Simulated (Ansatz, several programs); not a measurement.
NaTlS2, ordered on the zincblende lattice (P-4m2) with 4 atoms a cell, relaxed with PBE in Ansatz (plane waves, PAW): the symmetry is P-4m2 (No. 115, tetragonal); a = 4.163 Å, c = 6.672 Å in the conventional setting, 28.90 Å³ an atom. Around Na lie 4 S at 2.76 Å; around S lie 2 Tl at 2.58 Å and 2 Na at 2.76 Å; around Tl lie 4 S at 2.58 Å. The cell was then scaled with its shape and fractional coordinates held, which makes it stiffer than a relaxed compression. These are computed values for a spin-unpolarised cell that may be hypothetical; none is a measurement.

| V (Å³/atom) | E (meV/atom) |
| --- | --- |
| 27.170 | 13.33 |
| 28.904 | 0.00 |
| 29.771 | 2.78 |
| 30.638 | 10.52 |

Q: Pass a cubic E = c₀ + c₁u + c₂u² + c₃u³, with u = V − 29.121 Å³, through these points.

A: c₀ = 0.18, c₁ = +1.646, c₂ = 3.799, c₃ = -0.2564 (meV and Å³).

Q: Where is the minimum, and what bulk modulus follows?

A: dE/du = 0 at u = -0.212, so V₀ = 28.91 Å³. B = V₀ d²E/dV² = 28.91 × (2c₂ + 6c₃u) = 28.91 × 7.924 = 229 meV/Å³, and 1 meV/Å³ is 0.16022 GPa: 37 GPa. A third-order Birch-Murnaghan fit to all five points gives 28.90 Å³ and 36 GPa.

Q: Predict the energy and the pressure at the withheld volume, 28.037 Å³.

A: With u = -1.084: E ≈ 3.19 meV and P = −dE/dV ≈ +1.20 GPa. The run gives 3.13 meV and, from its stress, +1.19 GPa.
